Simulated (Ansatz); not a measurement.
**C5H16BNSi: up Jacob's ladder to CCSD(T)**

How much do the methods differ for C5H16BNSi? The plan is to run it at one geometry with functionals of several rungs and with coupled cluster, and see how far each lands from CCSD(T) at the basis-set limit for the atomisation energy.

Program: Ansatz 0.2.0, Gaussian basis. Level of theory: functionals in def2-TZVPP, the program's frozen cores in correlated methods. These are calculated values, not measurements.

Plan: LDA (SPW92), PBE-D4, revPBE-D4, BLYP-D4, r2SCAN-D4, B97M-V, PBE0-D4, B3LYP-D4, r2SCANh-D4, r2SCAN0-D4, HSE06-D4, BHLYP-D4, CAM-B3LYP-D4, LC-ωPBE, ωB97X-V, ωB97M-V, B2PLYP, PBE-QIDH; CCSD(T)/def2-SVP; CCSD(T)/def2-TZVPP; MP2/def2-QZVPP; extrapolation to the limit; RPA on PBE.

## Step 1: The relaxed structure

The geometry comes from an earlier relaxation with PBE0-D4 in a triple-zeta def2 set; it is a stationary point, not always the lowest conformer.

SMILES `BN(CC)[Si](C)(C)C`, 24 atoms, charge 0, spin multiplicity 1.

Atoms are counted from 1 here; the program's logs count them from 0.

Bond lengths: B1–N2 1.392 Å, B1–H9 1.201 Å, B1–H10 1.200 Å, N2–C3 1.462 Å, N2–Si5 1.774 Å, C3–C4 1.518 Å, C3–H11 1.094 Å, C3–H12 1.093 Å, C4–H13 1.093 Å, C4–H14 1.092 Å, C4–H15 1.093 Å, Si5–C6 1.867 Å, Si5–C7 1.872 Å, Si5–C8 1.869 Å, C6–H16 1.093 Å, C6–H17 1.094 Å, C6–H18 1.091 Å, C7–H19 1.094 Å and more. Angles: N2–B1–H9 120.0°, N2–B1–H10 119.6°, H9–B1–H10 120.4°, B1–N2–C3 120.1°, B1–N2–Si5 119.5°, C3–N2–Si5 120.3°, N2–C3–C4 112.8°, N2–C3–H11 109.8°, N2–C3–H12 108.0°, C4–C3–H11 109.7°, C4–C3–H12 109.5°, H11–C3–H12 106.9°, C3–C4–H13 110.7°, C3–C4–H14 110.4°, C3–C4–H15 111.5°, H13–C4–H14 108.4°, H13–C4–H15 107.8°, H14–C4–H15 107.8° and more.

## Step 2: LDA

This LDA is Slater exchange with PW92 correlation.

in.yaml

```yaml
crystal:
  periodic: [false, false, false]
  atoms:
    - {symbol: B, position_ang: [0.841402, -1.437406, -1.530624]}
    - {symbol: N, position_ang: [-0.003373, -0.876169, -0.576464]}
    - {symbol: C, position_ang: [-0.890885, -1.730191, 0.210681]}
    - {symbol: C, position_ang: [-0.334701, -2.047039, 1.586796]}
    - {symbol: Si, position_ang: [0.086730, 0.864979, -0.247439]}
    - {symbol: C, position_ang: [0.087003, 1.808203, -1.858376]}
    - {symbol: C, position_ang: [-1.418826, 1.368297, 0.744848]}
    - {symbol: C, position_ang: [1.643061, 1.240092, 0.716688]}
    - {symbol: H, position_ang: [0.803174, -2.618334, -1.746638]}
    - {symbol: H, position_ang: [1.607391, -0.734183, -2.129979]}
    - {symbol: H, position_ang: [-1.871185, -1.253855, 0.309509]}
    - {symbol: H, position_ang: [-1.044079, -2.659341, -0.343698]}
    - {symbol: H, position_ang: [-1.021647, -2.690666, 2.142038]}
    - {symbol: H, position_ang: [0.625592, -2.560599, 1.500541]}
    - {symbol: H, position_ang: [-0.177496, -1.139339, 2.174944]}
    - {symbol: H, position_ang: [-0.801835, 1.571357, -2.448611]}
    - {symbol: H, position_ang: [0.085427, 2.884514, -1.662861]}
    - {symbol: H, position_ang: [0.965191, 1.576419, -2.463374]}
    - {symbol: H, position_ang: [-1.371318, 2.442872, 0.943592]}
    - {symbol: H, position_ang: [-2.345423, 1.177837, 0.197036]}
    - {symbol: H, position_ang: [-1.483775, 0.859911, 1.709429]}
    - {symbol: H, position_ang: [2.525780, 0.929527, 0.151660]}
    - {symbol: H, position_ang: [1.732694, 2.310891, 0.920298]}
    - {symbol: H, position_ang: [1.656101, 0.711924, 1.673405]}
basis:
  gaussian: {orbitals: def2-TZVPP}
hamiltonian: {xc: lda}
output: {orbitals: {seedname: orbitals}}
```

Launch:

```console
ansatz run in.yaml --threads 4 --pin off --events-out ev --progress --plain --max-ram 66560MiB --backend cuda --devices 0, --max-vram 37GiB
```

After this run come: PBE-D4 (GGA); revPBE-D4 (GGA); BLYP-D4 (GGA); r2SCAN-D4 (meta-GGA); B97M-V (meta-GGA); B3LYP-D4 (hybrid); r2SCANh-D4 (hybrid); r2SCAN0-D4 (hybrid); HSE06-D4 (hybrid); BHLYP-D4 (hybrid); CAM-B3LYP-D4 (range-separated); LC-ωPBE (range-separated); ωB97X-V (range-separated); ωB97M-V (range-separated); B2PLYP (double hybrid); PBE-QIDH (double hybrid); CCSD(T) in def2-SVP; CCSD(T) in def2-TZVPP; MP2 in def2-QZVPP; RPA on PBE orbitals.

**Question.** What will the summary of the whole plan be? Wanted: atomisation energy, CCSD(T)/CBS; farthest beyond LDA; mean size of error, GGA; mean size of error, meta-GGA; mean size of error, hybrid; mean size of error, range-separated; mean size of error, double hybrid; gap, smallest and largest; T1 diagnostic.

The runs gave:

```
                               quantity                                                                                                         value
        atomisation energy, CCSD(T)/CBS                                                                                                 9285.5 kJ/mol
 functionals within 46.4 kJ/mol (0.5 %)  revPBE-D4, BLYP-D4, r2SCAN-D4, B97M-V, B3LYP-D4, r2SCANh-D4, r2SCAN0-D4, LC-ωPBE, ωB97X-V, ωB97M-V, PBE-QIDH
                    farthest beyond LDA                                                                                      BHLYP-D4 (-143.3 kJ/mol)
                mean size of error, GGA                                                                                                   68.7 kJ/mol
           mean size of error, meta-GGA                                                                                                   30.3 kJ/mol
             mean size of error, hybrid                                                                                                   54.5 kJ/mol
    mean size of error, range-separated                                                                                                   41.9 kJ/mol
      mean size of error, double hybrid                                                                                                   50.3 kJ/mol
              gap, smallest and largest                                                                     5.25 eV (LDA (SPW92)), 12.38 eV (LC-ωPBE)
                          T1 diagnostic                                                                                                        0.0111
triples share of the correlation energy                                                                                                         3.8 %
```

What this shows: LDA overbinds by 1172.9 kJ/mol (13 %). PBE-D4 is off by +134.6 kJ/mol. Double hybrids carry the basis error of their MP2 part in triple zeta, and no dispersion term here, so their miss is partly the set-up's. The rungs meta-GGA, range-separated miss on average by less than the doubt on the reference (46.4 kJ/mol), so they tie. Misses under about 46.4 kJ/mol are within the doubt on the reference itself, which lacks core-valence correlation, relativity and higher excitations. Hartree-Fock recovers 76 % of the binding; the rest is correlation. CCSD(T) in def2-SVP is off by -413.6 kJ/mol, worse than the median functional, from the basis alone. Orbital gaps span 5.2 to 12.4 eV; exact exchange widens them.
